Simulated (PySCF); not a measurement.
# B2Cl2F2H2Si: the cost of one run

The runs use PySCF 2.14.0, with density-fitted response routines of our own; the level of theory stands in each step. All values are computed, except where a source is named. Atoms count from 0, in the outputs and in this text.

## Step 1: The starting structure

9 atoms, charge 0, multiplicity 1; geometry from: GFN2-xTB. The atoms were then displaced at random by about 0.01 Å, so the start is not that level's minimum.

Bonds of the start (Å): F0–B1 1.29, B1–F2 1.32, B1–Si3 2.02, Si3–B4 1.98, B4–Cl5 1.73, B4–Cl6 1.72, Si3–H7 1.47, Si3–H8 1.48.

## Step 2: Relaxing the molecule at PBE0-D3(BJ)/def2-SVP

The job: settings as JSON, then the geometry in Å.

```
{"job": {"xc": "PBE0", "basis": "def2-SVP", "d3": "d3bj", "grid": 1, "shake": 0.01, "kind": "geom"}, "charge": 0, "multiplicity": 1}
F     -2.351900     0.758150    -0.775550
B     -1.645090    -0.237380    -0.369590
F     -2.080080    -1.384440    -0.868490
Si     0.005290    -0.039200     0.780390
B      1.586430     0.254200    -0.369040
Cl     2.079650     1.848210    -0.817430
Cl     2.514130    -1.057770    -0.980320
H     -0.193110     1.074880     1.726400
H      0.142490    -1.233810     1.639890
```

The run is started by

```console
> OMP_NUM_THREADS=1 python probes_run.py task.json out
```

One launch serves the whole session: the jobs run in the order shown.

**Question.** How long does this first job take on 1 thread of Arm Neoverse V1, shared host, and how much memory does it need?

About 43 s, with a peak of 0.47 GiB.
